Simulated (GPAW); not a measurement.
The system is LiCaF3.

```
Ca F Li
1.0
     3.76124    0.00000    0.00000
     0.00000    3.76124    0.00000
     0.00000    0.00000    3.76124
Ca F Li
1 3 1
Direct
  0.00000 0.00000 0.00000
  0.50000 0.00000 0.50000
  0.50000 0.50000 0.00000
  0.00000 0.50000 0.50000
  0.50000 0.50000 0.50000
```

The cell comes from a database or a generator and needn't be the stable form of this composition.

| Quantity | Value |
| --- | --- |
| Program | GPAW 26.7.0 |
| Task | single point |
| Functional | PBE |
| Potentials or basis | GPAW PAW data sets (gpaw-data 1.2.1) |
| Cutoff | 800 eV |
| Basis | pw |
| k mesh | 7 × 7 × 7 |
| Occupations | fermi-dirac, width 0.05 eV |
| Spin | no spin polarisation |

On this cell: pressure -0.3 GPa; largest force zero by symmetry; band gap on the k mesh 6.51 eV, indirect (least direct gap 6.57 eV).

The same run follows on a disturbed copy (atoms moved at random, drawn with an rms of 0.05 Å):

```
Ca F Li
1.0
     3.76124    0.00000    0.00000
     0.00000    3.76124    0.00000
     0.00000    0.00000    3.76124
Ca F Li
1 3 1
Direct
  0.01107 0.01292 0.99933
  0.50256 0.00589 0.49881
  0.49694 0.49279 0.00776
  0.01811 0.49186 0.50243
  0.51394 0.49604 0.50284
```

Problem. What changes?

Solution. The energy moves by +5.3 meV/atom; pressure -0.1 GPa; largest force 0.526 eV/Å; band gap on the k mesh 6.52 eV, indirect (least direct gap 6.59 eV).

Forces on the atoms (eV/Å):
```
Ca   0.110  0.059  0.026
F    0.180 -0.479  0.095
F    0.200  0.085 -0.275
F   -0.512  0.088  0.084
Li   0.023  0.247  0.070
```

Stress tensor (GPa, compression positive):
```
-0.15 -0.03 -0.02
-0.03  0.10 -0.06
-0.02 -0.06 -0.11
```

Caveats: an odd mesh through Γ misses points on the zone boundary, where band edges often lie.
